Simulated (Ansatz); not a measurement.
The system is CsLiCr2Te2S3.

```xyz
9
Lattice="3.4216 -5.1807 0.0078 3.4216 5.1807 0.0078 -2.9041 0.0000 7.4309" Properties=species:S:1:pos:R:3 pbc="T T T"
Cs    0.6167    0.0000    0.0649
Li    2.4219    0.0000    4.1212
Cr    0.1728    2.1297    4.1498
Cr    0.1728   -2.1297    4.1498
Te    4.0786    1.5993    2.1688
Te    4.0786   -1.5993    2.1688
S     2.0049   -2.1476    5.4598
S     2.0049    2.1476    5.4598
S     0.0600    0.0000    3.5978
```

The cell was built by a generator and needn't be a form met in nature.

Base run:

* Program: Ansatz 0.2.0
* Functional: PBE
* Potentials or basis: Ansatz PAW
* Cutoff: 420 eV (not typed: the program's choice for these potentials)
* k mesh: 5 × 5 × 4
* Occupations: fermi-dirac, width 0.05 eV
* Spin: collinear spin, ferromagnetic start
* Starting moments: [0.0, 0.0, 3.0, 3.0, 0.0, 0.0, 0.0, 0.0, 0.0] μB

Its results: band gap on the k mesh none (metal or under the smearing width); pressure 0.0 GPa; net moment 4.01 μB per cell; site moments Cs -0.00; Li +0.00; Cr +2.02; Te -0.13; S -0.06, -0.05 μB; largest force 0.016 eV/Å.

Task: The run is repeated on the same cell with these changes: functional from PBE to RPBE. What comes out?

Result: Band gap on the k mesh none (metal or under the smearing width); pressure 1.7 GPa; net moment 4.01 μB per cell; site moments Cs -0.00; Li +0.00; Cr +2.07; Te -0.15; S -0.07, -0.06 μB; largest force 0.182 eV/Å.

RPBE binds less tightly than PBE, so the same cell stands under more pressure.

Caveats: spin-orbit coupling is left out, which moves the levels of the heavy elements; only a ferromagnetic start was run, and an antiferromagnetic order may lie lower in energy; the PAW data sets come from PBE, with cores solved anew for the run's functional, which leaves a small shift of forces and pressure (some runs).
